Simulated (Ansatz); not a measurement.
# MoRu (P-6m2) in Ansatz: equation of state

Aim: energy against volume of MoRu in PBE, for its equilibrium volume and stiffness.

Program: Ansatz 0.2.0. These are calculated values, not measurements. Logs are shortened: lines on timing, memory, paths and dates and some standing lists are left out, and cuts for length are marked.

### Step 1. Starting point

It takes space group P-6m2 (No. 187, hexagonal). The conventional cell has a = 2.777 Å, b = 2.777 Å, c = 4.464 Å, α = 90.00°, β = 90.00°, γ = 120.00°. Around Ru (site symmetry -6m2) lie 6 Mo at 2.75 Å and 6 Ru at 2.78 Å. Around Mo (site symmetry -6m2) lie 6 Ru at 2.75 Å and 6 Mo at 2.78 Å.

The cell comes from a database or a generator and needn't be the stable form of this composition.

### Step 2. Equation of state, PBE

Potentials or basis: all-electron LAPW, scalar-relativistic.

No new run: the results of the series are fitted here.

What came out:

- Equilibrium volume: 14.78 Å³/atom
- Bulk modulus at fixed shape and positions: 276 GPa
- Pressure derivative of the bulk modulus: 4.5

Energy against volume, from the lowest point:
| volume (Å³/atom) | energy (meV/atom) |
| --- | --- |
| 14.015 | 36.07 |
| 14.314 | 12.15 |
| 14.612 | 0.55 |
| 14.910 | 0.00 |
| 15.208 | 9.33 |
| 15.506 | 27.50 |
| 15.805 | 53.57 |

Caveat: the cell was scaled at fixed shape and fractional positions, which overstates the stiffness of a crystal with free parameters, most of all of layers and chains.
